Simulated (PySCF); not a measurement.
# C4H10B3N3O: excited states, first hyperpolarisability

Aim: compute the excited states, first hyperpolarisability of C4H10B3N3O (`C=CN1BNB(C(C)=O)NB1`).

Computed with PySCF 2.14.0 and routines of our own; the level stands in each step. Atoms count from 0.

## 1. The starting structure

21 atoms, charge 0, multiplicity 1; geometry from: GFN2-xTB.

## 2. Geometry optimisation at PBE0-D3(BJ)/def2-SVP

What the job is given:

```
{"job": {"xc": "PBE0", "basis": "def2-SVP", "d3": "d3bj", "grid": 2, "kind": "geom"}, "charge": 0, "multiplicity": 1}
C      3.992554    -0.309093    -0.167888
C      2.929165    -0.116343    -0.934482
N      1.588873    -0.152544    -0.526704
B      0.640000     0.608648    -1.276166
N     -0.710947     0.623903    -0.850042
B     -1.157186    -0.103061     0.277653
C     -2.673488    -0.119550     0.808351
C     -3.702616     0.714756     0.069445
O     -3.000571    -0.780165     1.777698
N     -0.195047    -0.870336     0.966225
B      1.168857    -0.936502     0.596946
H      3.916651    -0.525001     0.881991
H      4.982877    -0.256964    -0.582791
H      3.062792     0.130458    -1.981234
H      0.967910     1.219443    -2.223353
H     -1.369799     1.175640    -1.378002
H     -3.396349     1.759048     0.081776
H     -3.754243     0.387221    -0.967215
H     -4.682339     0.617310     0.531628
H     -0.521895    -1.406594     1.757808
H      1.905879    -1.643329     1.168979
```

Run with:

```console
$ OMP_NUM_THREADS=1 python excited_run.py task.json out
```

This one command runs all jobs of the session in turn.

Standard output:

```text
step   0  E = -471.80986021  max force = 0.013681
step   1  E = -471.81315010  max force = 0.003360
step   2  E = -471.81325907  max force = 0.001196
step   3  E = -471.81332624  max force = 0.001420
step   4  E = -471.81335834  max force = 0.002065
step   5  E = -471.81341595  max force = 0.001346
step   6  E = -471.81346814  max force = 0.001153
step   7  E = -471.81350171  max force = 0.000440
step   8  E = -471.81351603  max force = 0.000541
step   9  E = -471.81353073  max force = 0.000295
optimisation converged
```

Run time: 4.5 min. Hardware: 1 thread of Intel Xeon Platinum 8488C, shared host; peak memory 0.94 GiB.

Relaxation path:

```tsv
step	energy from step 0 (eV)	largest force component (eV/Å)
0	0.0000	0.7035
1	-0.0895	0.1728
2	-0.0925	0.0615
3	-0.0943	0.0730
4	-0.0952	0.1062
5	-0.0968	0.0692
6	-0.0982	0.0593
7	-0.0991	0.0226
8	-0.0995	0.0278
9	-0.0999	0.0152
```

Distances of close pairs at the start and the end, largest changes first:

```tsv
bond	before (Å)	after (Å)	change (Å)
B3–H14	1.174	1.208	+0.034
B10–H20	1.170	1.203	+0.033
C0–H11	1.075	1.091	+0.016
C0–H12	1.075	1.091	+0.016
C7–H16	1.088	1.103	+0.015
C7–H17	1.088	1.103	+0.015
N2–B10	1.433	1.447	+0.014
C1–H13	1.084	1.094	+0.011
```

The next job starts from the end point, and lists it.

```tsv
at the end point	value
point group (found at 0.08 Å tolerance)	C1
rotational constants (GHz, main isotopes)	3.270, 0.549, 0.472
dipole moment (D)	2.54
```

## 3. Excited states: TDA wB97X-D/def2-SVPD

What the job is given:

```
{"job": {"kind": "states", "xc": "wB97X-D", "basis": "def2-SVPD", "tda": true, "soc": true, "nstates": 6, "ntriplets": 5, "nquad": 4}, "charge": 0, "multiplicity": 1}
C      4.252059    -0.238250    -0.364630
C      3.184999     0.283422    -0.975170
N      1.835589     0.235119    -0.567301
B      0.875823     0.963761    -1.352606
N     -0.497055     0.952717    -0.967541
B     -0.948541     0.232666     0.173089
C     -2.476787     0.161332     0.681041
C     -3.574754     0.872536    -0.068023
O     -2.715807    -0.485121     1.684686
N      0.018397    -0.483416     0.922039
B      1.397489    -0.514038     0.590762
H      4.194460    -0.790353     0.574066
H      5.234335    -0.112533    -0.821558
H      3.323118     0.831940    -1.911934
H      1.235968     1.577538    -2.328573
H     -1.152897     1.473079    -1.535652
H     -3.358226     1.952364    -0.126203
H     -3.625952     0.501994    -1.105556
H     -4.542377     0.716728     0.426911
H     -0.332922    -0.990582     1.728785
H      2.169982    -1.153647     1.255881
```

With the program's defaults for keys left out, this is: TDA wB97X-D/def2-SVPD excited states, vertical, gas phase, spin-orbit mean-field couplings.

Standard output:

```text
coarse grid: 18080 points
cycle   1  E = -471.9756789365  dE =  1.943e+00  |g| = 9.043e-01  |ddm| = 1.136e+01
cycle   2  E = -471.8335765235  dE =  1.421e-01  |g| = 1.325e+00  |ddm| = 4.268e+00
cycle   3  E = -472.1602603393  dE = -3.267e-01  |g| = 1.309e-01  |ddm| = 2.524e+00
cycle   4  E = -472.1633925641  dE = -3.132e-03  |g| = 6.760e-02  |ddm| = 4.109e-01
cycle   5  E = -472.1643825217  dE = -9.900e-04  |g| = 1.161e-02  |ddm| = 2.014e-01
cycle   6  E = -472.1644188870  dE = -3.637e-05  |g| = 4.131e-03  |ddm| = 4.543e-02
cycle   7  E = -472.1644240858  dE = -5.199e-06  |g| = 1.383e-03  |ddm| = 1.985e-02
final grid: 176360 points
cycle   8  E = -472.2280337005  dE = -1.247e-04  |g| = 1.073e-02  |ddm| = 4.353e-01
cycle   9  E = -472.2280355526  dE = -1.852e-06  |g| = 1.073e-02  |ddm| = 8.388e-02
cycle  10  E = -472.2280579706  dE = -2.242e-05  |g| = 1.191e-03  |ddm| = 1.825e-02
cycle  11  E = -472.2280582117  dE = -2.411e-07  |g| = 6.656e-04  |ddm| = 7.759e-03
cycle  12  E = -472.2280583069  dE = -9.518e-08  |g| = 1.903e-04  |ddm| = 3.021e-03
cycle  13  E = -472.2280583160  dE = -9.055e-09  |g| = 3.784e-05  |ddm| = 7.388e-04
cycle  14  E = -472.2280583166  dE = -6.735e-10  |g| = 2.121e-05  |ddm| = 2.956e-04
converged SCF energy = -472.2280583166

Singlet excitations
state   eV       nm        f     d(h-e)  d(exc)  Lambda  PR(NTO)  |dmu|/D   mu/D   main configurations
  1   3.4469   359.7   0.00027   0.627   2.253   0.525   1.005    1.821    2.779   H-1->L 0.92
  2   5.4560   227.2   0.34408   2.780   4.291   0.433   1.053    9.529    9.954   H->L 0.76, H->L+2 0.16
  3   5.8491   212.0   0.01634   1.757   3.534   0.532   1.558    6.323    6.489   H->L+2 0.46, H-2->L 0.28, H->L 0.13
  4   6.3561   195.1   0.03735   1.498   3.221   0.494   1.884    5.266    5.890   H-2->L 0.61, H->L+2 0.32
  5   6.7326   184.2   0.01882   1.083   4.070   0.203   1.036                     H->L+1 0.53, H->L+5 0.32, H->L+7 0.09
  6   6.7810   182.8   0.00650   1.093   3.713   0.199   1.026                     H-1->L+1 0.79, H-1->L+5 0.09

Triplet excitations (Tamm-Dancoff)
state   eV     d(h-e)  d(exc)  Lambda  PR(NTO)   main configurations
  1   2.7938   0.579   2.202   0.523   1.005   H-1->L 0.91
  2   4.0325   0.445   2.665   0.562   1.044   H->L+2 0.33, H->L+3 0.28, H->L 0.25
  3   5.1494   1.763   3.535   0.517   1.290   H->L 0.37, H-4->L 0.20, H->L+2 0.13
  4   5.5838   1.245   3.163   0.510   1.362   H-2->L 0.48, H-7->L 0.18, H->L 0.13
  5   5.6706   0.985   2.872   0.577   2.184   H-2->L 0.25, H->L+2 0.22, H->L+3 0.22
S1 - T1 = 0.6531 eV

Spin-orbit couplings |<S|Hso|T>| (cm-1)
             T1       T2       T3       T4       T5
S0       50.271    0.150    0.068    0.173    0.198
S1        0.628    2.529   22.255   18.776   17.451
S2        5.304    0.089    0.037    0.105    0.108
S3        1.999    0.074    0.123    0.042    0.064
S4        4.836    0.120    0.026    0.029    0.038
S5        0.354    1.371    0.319    0.562    0.654
S6        3.951    0.043    0.029    0.069    0.060
T1 sublevels (cm-1): 0.000 0.000 0.166   radiative rates (1/s): 0.0413 0.00249 166
```

It took 2.1 min on 1 thread of Intel Xeon Platinum 8488C, shared host; peak memory 1.3 GiB.

Key values:

```tsv
quantity	value
S1 less T1	0.65 eV
```

Orbitals, density, ELF and potential are computed afterwards from the orbital file.

Frontier orbitals at wB97X-D/def2-SVPD, with the share of their density that lies nearest to each atom:

```tsv
orbital	energy (eV)	lies on
HOMO	-8.56	C0 34 %; N2 21 %; C1 19 %
LUMO	0.04	C6 29 %; O8 22 %; B5 21 %
```

ELF in a plane through or near 19 of the atoms.

Ten even steps from '0' (0.00) to '9' (1.00):
```
0000000000000000000000000000
0000000000000000000000000000
0000000000000000000000000000
0000000001520011002210000000
0000000009990188047753000000
0000025109991399069886100000
0000089909993688047386000000
0000079942821847137720020000
0001259930311777384322894000
0008985262785034494968998000
0019994735526158532672996000
0008971424683563600565330000
0002410797148274830354100000
0000003997087448970010000000
0000002992399804960000000000
0000000220599900310000000000
0000000000499800000000000000
0000000000012000000000000000
0000000000000000000000000000
0000000000000000000000000000
```
The map spans 15.3 Å across and 10.1 Å up, centred on the molecule. Atoms in the plane (x, y in Å): C0 (-4.1, 0.2), C1 (-3.0, -0.6), N2 (-1.6, -0.2), B3 (-0.7, -1.3), N4 (0.7, -1.0), B5 (1.2, 0.3), C6 (2.7, 0.7), C7 (3.8, -0.3), O8 (3.0, 1.9), N9 (0.2, 1.4), B10 (-1.2, 1.1), H11 (-4.0, 1.3), H12 (-5.1, -0.2), H13 (-3.2, -1.7), H14 (-1.1, -2.5), H15 (1.4, -1.8), H18 (4.8, 0.2), H19 (0.6, 2.3), H20 (-2.0, 2.0).

log10 of the density (e/Å³) in the same plane.

Ten even steps from '0' (-4.0) to '9' (1.9):
```
0000000000000000000000000000
0000000000000000000000000000
0000000001111011111110000000
0000000112332233233332100000
0000012234443455445544210000
0000123335655566457764310000
0001345545766676557965321000
0012356655677797567764432100
0013467755677777668765543100
0024669766676567867776753100
0024677777786567655697653100
0023555677676678654666542100
0012344676568777654565432000
0001224565566666753444321000
0000013444467545542222210000
0000012333456533321111000000
0000000112344321110000000000
0000000001222210000000000000
0000000000111100000000000000
0000000000000000000000000000
```
The map spans 15.3 Å across and 10.1 Å up, centred on the molecule. Atoms in the plane (x, y in Å): C0 (-4.1, 0.2), C1 (-3.0, -0.6), N2 (-1.6, -0.2), B3 (-0.7, -1.3), N4 (0.7, -1.0), B5 (1.2, 0.3), C6 (2.7, 0.7), C7 (3.8, -0.3), O8 (3.0, 1.9), N9 (0.2, 1.4), B10 (-1.2, 1.1), H11 (-4.0, 1.3), H12 (-5.1, -0.2), H13 (-3.2, -1.7), H14 (-1.1, -2.5), H15 (1.4, -1.8), H18 (4.8, 0.2), H19 (0.6, 2.3), H20 (-2.0, 2.0).

On the surface of density 0.002 e/bohr³ the electrostatic potential runs, from the 1st to the 99th percentile, from -1.52 V near O8 to 1.83 V near H15.

## 4. Excited states: TDDFT CAM-B3LYP/def2-SVPD

Settings changed since step 3:

```diff
@@ -1,2 +1,2 @@
-{"job": {"kind": "states", "xc": "wB97X-D", "basis": "def2-SVPD", "tda": true, "soc": true, "nstates": 6, "ntriplets": 5, "nquad": 4}, "charge": 0, "multiplicity": 1}
+{"job": {"kind": "states", "xc": "CAM-B3LYP", "basis": "def2-SVPD", "tpa": true, "nstates": 8, "nquad": 6, "ntriplets": 0}, "charge": 0, "multiplicity": 1}
 C      4.252059    -0.238250    -0.364630
```

With the program's defaults for keys left out, this is: TDDFT CAM-B3LYP/def2-SVPD excited states, vertical, gas phase, two-photon moments by quadratic response.

Standard output:

```text
coarse grid: 18080 points
cycle   1  E = -471.8841058574  dE =  1.846e+00  |g| = 8.997e-01  |ddm| = 1.457e+01
cycle   2  E = -471.6703388258  dE =  2.138e-01  |g| = 1.438e+00  |ddm| = 3.798e+00
cycle   3  E = -472.0616849726  dE = -3.913e-01  |g| = 1.557e-01  |ddm| = 2.738e+00
cycle   4  E = -472.0659298209  dE = -4.245e-03  |g| = 7.511e-02  |ddm| = 4.514e-01
cycle   5  E = -472.0670974387  dE = -1.168e-03  |g| = 1.348e-02  |ddm| = 1.923e-01
cycle   6  E = -472.0671398886  dE = -4.245e-05  |g| = 4.523e-03  |ddm| = 3.546e-02
cycle   7  E = -472.0671449734  dE = -5.085e-06  |g| = 1.653e-03  |ddm| = 1.778e-02
final grid: 176360 points
cycle   8  E = -472.1513507889  dE = -4.940e-05  |g| = 6.466e-03  |ddm| = 2.231e-01
cycle   9  E = -472.1513480883  dE =  2.701e-06  |g| = 7.714e-03  |ddm| = 3.104e-02
cycle  10  E = -472.1513600685  dE = -1.198e-05  |g| = 9.553e-04  |ddm| = 1.199e-02
cycle  11  E = -472.1513602437  dE = -1.753e-07  |g| = 3.216e-04  |ddm| = 2.278e-03
cycle  12  E = -472.1513602622  dE = -1.846e-08  |g| = 1.451e-04  |ddm| = 1.120e-03
cycle  13  E = -472.1513602671  dE = -4.875e-09  |g| = 2.622e-05  |ddm| = 4.506e-04
cycle  14  E = -472.1513602673  dE = -2.032e-10  |g| = 1.378e-05  |ddm| = 1.004e-04
converged SCF energy = -472.1513602673

Singlet excitations
state   eV       nm        f     d(h-e)  d(exc)  Lambda  PR(NTO)  |dmu|/D   mu/D   delta(TPA)   sigma/GM   main configurations
  1   3.4157   363.0   0.00008   0.635   2.272   0.520   1.009    1.834    2.763        0.42      0.002   H-1->L 0.91
  2   5.2418   236.5   0.29064   3.039   4.489   0.424   1.052   10.199   10.609     1328.50     13.373   H->L 0.83, H->L+2 0.11
  3   5.7344   216.2   0.00252   1.675   3.529   0.543   1.444    5.958    6.229      585.18      7.050   H->L+2 0.66, H-2->L 0.18, H->L 0.09
  4   6.2219   199.3   0.02494   1.342   3.184   0.478   1.687    4.840    5.575      357.36      5.068   H-2->L 0.71, H->L+2 0.21
  5   6.4533   192.1   0.01197   1.693   4.406   0.191   1.026    5.517    4.401       20.24      0.309   H->L+1 0.64, H->L+5 0.26
  6   6.5492   189.3   0.00784   1.226   3.751   0.212   1.020    2.623    1.205       41.53      0.653   H-1->L+1 0.83
  7   6.8543   180.9   0.32115   1.712   3.953   0.592   1.234                                            H->L+4 0.83
  8   6.9515   178.4   0.00976   0.921   4.321   0.230   1.051                                            H->L+5 0.29, H->L+1 0.19, H->L+7 0.19
```

Wall time 2.5 min (1 thread of Intel Xeon Platinum 8488C, shared host); peak memory 1.4 GiB.

## 5. First hyperpolarisability: quadratic response CAM-B3LYP/def2-SVPD

Settings changed since step 4:

```diff
@@ -1,2 +1,2 @@
-{"job": {"kind": "states", "xc": "CAM-B3LYP", "basis": "def2-SVPD", "tpa": true, "nstates": 8, "nquad": 6, "ntriplets": 0}, "charge": 0, "multiplicity": 1}
+{"job": {"kind": "beta", "xc": "CAM-B3LYP", "basis": "def2-SVPD"}, "charge": 0, "multiplicity": 1}
 C      4.252059    -0.238250    -0.364630
```

With the program's defaults for keys left out, this is: quadratic response CAM-B3LYP/def2-SVPD first hyperpolarisability, Taylor convention, gas phase.

Standard output:

```text
coarse grid: 18080 points
cycle   1  E = -471.8841058574  dE =  1.846e+00  |g| = 8.997e-01  |ddm| = 1.457e+01
cycle   2  E = -471.6703388258  dE =  2.138e-01  |g| = 1.438e+00  |ddm| = 3.798e+00
cycle   3  E = -472.0616849726  dE = -3.913e-01  |g| = 1.557e-01  |ddm| = 2.738e+00
cycle   4  E = -472.0659298209  dE = -4.245e-03  |g| = 7.511e-02  |ddm| = 4.514e-01
cycle   5  E = -472.0670974387  dE = -1.168e-03  |g| = 1.348e-02  |ddm| = 1.923e-01
cycle   6  E = -472.0671398886  dE = -4.245e-05  |g| = 4.523e-03  |ddm| = 3.546e-02
cycle   7  E = -472.0671449734  dE = -5.085e-06  |g| = 1.653e-03  |ddm| = 1.778e-02
final grid: 176360 points
cycle   8  E = -472.1513507889  dE = -4.940e-05  |g| = 6.466e-03  |ddm| = 2.231e-01
cycle   9  E = -472.1513480883  dE =  2.701e-06  |g| = 7.714e-03  |ddm| = 3.104e-02
cycle  10  E = -472.1513600685  dE = -1.198e-05  |g| = 9.553e-04  |ddm| = 1.199e-02
cycle  11  E = -472.1513602437  dE = -1.753e-07  |g| = 3.216e-04  |ddm| = 2.278e-03
cycle  12  E = -472.1513602622  dE = -1.846e-08  |g| = 1.451e-04  |ddm| = 1.120e-03
cycle  13  E = -472.1513602671  dE = -4.875e-09  |g| = 2.622e-05  |ddm| = 4.506e-04
cycle  14  E = -472.1513602673  dE = -2.032e-10  |g| = 1.378e-05  |ddm| = 1.004e-04
converged SCF energy = -472.1513602673

Lowest singlets (eV, f): 3.4157 0.0001  5.2418 0.2906  5.7344 0.0025

First hyperpolarisability (au)
process     nm      |vector|   parallel      HRS      DR
static         -      283.94     -60.27     115.33   5.347
shg       1907.0      330.31     -63.45     134.08   5.335
eope      1907.0      298.49     -61.28          -       -
shg       1064.0      469.20     -72.29     190.53   5.279
eope      1064.0      333.91     -63.69          -       -
```

Wall time 2 min (1 thread of Intel Xeon Platinum 8488C, shared host); peak memory 1.4 GiB.

## 6. Results

```
                                                 quantity                                                value
                                              point group                                                   C1
                     rotational constants (main isotopes)                                 3.27, 0.55, 0.47 GHz
               S1 less T1 (step 3, TDA wB97X-D/def2-SVPD)                                              0.65 eV
                    surface potential, 1st and 99th percentile                                   -1.52 V and 1.83 V
β vector (step 5, quadratic response CAM-B3LYP/def2-SVPD)  static 284, SHG 1907.0 nm 330, SHG 1064.0 nm 469 au
```

What this shows: Over 9 steps the energy fell by 0.100 eV; of the close pairs, B3–H14 changed most, 1.174 to 1.208 Å. In step 3, the number of triplets below S1 is 1, and the largest singlet-triplet spin-orbit coupling is S0–T1, 50.27 cm⁻¹. β grows from 284 au (static) to 469 au for doubling at 1064.0 nm: normal dispersion, which grows as twice the photon energy moves toward the bright states.
